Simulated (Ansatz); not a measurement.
# Be16H: the cost of one run

Program: Ansatz 0.2.0. Level of theory: DFT PBE, plane waves, PAW, scalar-relativistic, no spin polarisation. These are calculated values, not measurements.

**1. The structure to begin with**

The cell holds 17 atoms (Be16H): a = 4.580 Å, b = 3.966 Å, c = 7.177 Å, α = 90.00°, β = 90.00°, γ = 90.00°.

As a file:

```xyz
17
Lattice="-2.2900 -3.9664 0.0000 3.4350 -1.9832 0.0000 0.0000 0.0000 7.1769" Properties=species:S:1:pos:R:3 pbc="T T T"
Be    0.0000   -3.9664    0.0000
Be    0.0000   -2.6443    1.7942
Be    0.0000   -3.9664    3.5884
Be    0.0000   -2.6443    5.3826
Be   -1.1450   -1.9832    0.0000
Be    2.2900   -2.6443    1.7942
Be   -1.1450   -1.9832    3.5884
Be    2.2900   -2.6443    5.3826
Be    1.1450   -1.9832    0.0000
Be    1.1450   -0.6611    1.7942
Be    1.1450   -1.9832    3.5884
Be    1.1450   -0.6611    5.3826
Be    0.0000    0.0000    0.0000
Be    1.1450   -4.6275    1.7942
Be    0.0000    0.0000    3.5884
Be    1.1450   -4.6275    5.3826
H    -0.0466   -1.3555    2.7160
```

**2. End point A**

The input, input.yaml:

```yaml
crystal:
  lattice:
    - [-2.29, -3.966396, 0.0]
    - [3.435, -1.983198, 0.0]
    - [0.0, 0.0, 7.17686]
  atoms:
    - { symbol: Be, position: [0.75, 0.5, 0.0] }
    - { symbol: Be, position: [0.5, 0.3333333, 0.25] }
    - { symbol: Be, position: [0.75, 0.5, 0.5] }
    - { symbol: Be, position: [0.5, 0.3333333, 0.75] }
    - { symbol: Be, position: [0.5, 0.0, 0.0] }
    - { symbol: Be, position: [0.25, 0.8333333, 0.25] }
    - { symbol: Be, position: [0.5, 0.0, 0.5] }
    - { symbol: Be, position: [0.25, 0.8333333, 0.75] }
    - { symbol: Be, position: [0.25, 0.5, 0.0] }
    - { symbol: Be, position: [0.0, 0.3333333, 0.25] }
    - { symbol: Be, position: [0.25, 0.5, 0.5] }
    - { symbol: Be, position: [0.0, 0.3333333, 0.75] }
    - { symbol: Be, position: [0.0, 0.0, 0.0] }
    - { symbol: Be, position: [0.75, 0.8333333, 0.25] }
    - { symbol: Be, position: [0.0, 0.0, 0.5] }
    - { symbol: Be, position: [0.75, 0.8333333, 0.75] }
    - { symbol: H, position: [0.2613919, 0.1606983, 0.3784386] }
basis:
  ecutwfc: 420.0
kpoints:
  mp_grid: { grid: [5, 5, 3] }
hamiltonian:
  xc: pbe
scf:
  occupations: { method: gaussian, width: 0.1 }
  lower_state_search: "off"
relax:
  f_tol: 0.03
  max_steps: 60
  adjacent_minimum: "off"
```

Run with:

```
$ ansatz run input.yaml --threads 1 --pin off --max-ram 3072MiB --backend cpu --events-out ev --progress --plain --runs-dir out
```

What time and memory should one allow on 1 thread of Arm Neoverse V1, shared host?

About 50 s, with a peak of 0.4 GiB.
